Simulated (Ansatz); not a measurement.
# CuHO: the cost of one run

Program: Ansatz 0.2.0, Gaussian basis. Level of theory: def2-TZVPP, core rule «outside noble gas», up to 10 orbitals frozen. These are calculated values, not measurements.

Plan: UHF; ROHF; CCSD(T) on UHF.

2 further runs of the same task are left out: 2 set aside as unsound or not needed.

## (1) What is computed

The geometry is a PBE0/def2-TZVP stationary point (not a proven minimum) of the parent state, kept for this charge and spin.

3 atoms, charge 1, spin multiplicity 4.

Atoms are counted from 1 here; the program's logs count them from 0.

Bond lengths: Cu1–O2 1.785 Å, O2–H3 0.962 Å. Angles: Cu1–O2–H3 117.6°.

## (2) UHF

The input, in.yaml:

```yaml
crystal:
  periodic: [false, false, false]
  atoms:
    - {symbol: Cu, position_ang: [0.000000, 0.015109, 0.382355]}
    - {symbol: O, position_ang: [0.000000, -0.105079, -1.398874]}
    - {symbol: H, position_ang: [0.000000, 0.715425, -1.900920]}
basis:
  gaussian: {orbitals: def2-TZVPP}
total_charge: 1
magnetization: {spin_polarized: true, initial_magnetization: 3}
hamiltonian: {xc: hf}
output: {orbitals: {seedname: orbitals}}
```

Command:

```console
$ ansatz run in.yaml --threads 1 --pin off --events-out ev --progress --plain --max-ram 2560MiB --backend cpu
```

What time and memory should one allow on 1 thread of AMD EPYC 7R13, shared host?

About 13 s, with a peak of 0.32 GiB.
